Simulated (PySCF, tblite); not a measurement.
# C₆H₁₁Se radical: geometry, infrared bands and EPR parameters

What infrared bands and EPR parameters should C₆H₁₁Se radical (`CC1(C)CC[CH][Se]1`) show?

Computed with tblite 0.8.0 and PySCF 2.14.0, with density-fitted response routines of our own, on a single molecule in the gas phase. Atoms are numbered from 0 throughout.

## (1) Starting geometry

18 atoms, charge 0, multiplicity 2; geometry from: force field or distance geometry start.

Bonds of the start (Å): C0–C1 1.52, C1–C2 1.54, C1–C3 1.54, C3–C4 1.52, C4–C5 1.52, C5–Se6 1.94, Se6–C1 1.95, C0–H7 1.11, C0–H8 1.11, C0–H9 1.11, C2–H10 1.11, C2–H11 1.10, C2–H12 1.11, C3–H13 1.12, C3–H14 1.12, C4–H15 1.11, C4–H16 1.11, C5–H17 1.11.

## (2) Relaxing the molecule with GFN2-xTB

What the job is given:

```
{"job": {"kind": "relax", "xc": "GFN2-xTB", "basis": "xTB"}, "charge": 0, "multiplicity": 2}
C     -1.539600     1.307600    -0.138300
C     -0.515800     0.188500    -0.256300
C     -1.215500    -1.180700    -0.293900
C      0.482800     0.250000     0.919800
C      1.805000    -0.370400     0.494700
C      2.153100     0.206700    -0.872900
Se     0.518900     0.416400    -1.895900
H     -2.253300     1.271800    -0.985700
H     -2.117000     1.216200     0.811100
H     -1.052600     2.301500    -0.151000
H     -1.815500    -1.346900     0.629100
H     -0.495400    -2.006900    -0.403900
H     -1.923200    -1.215900    -1.154500
H      0.096000    -0.289000     1.821000
H      0.671600     1.307900     1.223500
H      2.604800    -0.128100     1.230100
H      1.710200    -1.470200     0.417200
H      2.876700    -0.452300    -1.405600
```

Run with:

```
> OMP_NUM_THREADS=1 python probes_run.py task.json out
```

One launch serves the whole session: the jobs run in the order shown.

**Question.** This job is followed by: GFN2-xTB harmonic vibrations, gas phase; UKS B3LYP, def2-TZVP-core on Se, pcH-1 on C H, non-relativistic, mean-field spin-orbit, GIAO. Predict these results of the whole session: strongest single infrared mode (GFN2-xTB); zero-point energy (GFN2-xTB); g(iso) (B3LYP); ⟨S²⟩; largest a(iso) (averaged by class); surface potential, 1st and 99th percentile.

The runs gave:

| quantity | value |
| --- | --- |
| strongest single infrared mode (GFN2-xTB) | 3010 cm⁻¹, 89 km/mol |
| zero-point energy (GFN2-xTB) | 95.2 kcal/mol |
| g(iso) (B3LYP) | 2.01055 |
| ⟨S²⟩ | 0.755 (exact 0.75) |
| largest a(iso) (averaged by class) | 13C on C5, 159.5 MHz |
| surface potential, 1st and 99th percentile | -0.91 V and 0.72 V |

**Reading.** Relaxing lowered the energy by 0.313 eV in 43 steps; the close pair that moved most is C5–Se6, from 1.939 to 1.852 Å. No mode is imaginary among the 48: a minimum at this level. The strongest single mode, at 3010 cm⁻¹, moves mainly H8 and H10. GFN2-xTB is a fitted tight-binding method: band positions and strengths are rough. Its intensities can rank the bands wrongly. C5 carries the largest spin population, 0.85 e. The isotropic g lies 8.2 ppt above the free-electron value. The hyperfine terms hold no scalar relativity, which the heavier nuclei need.
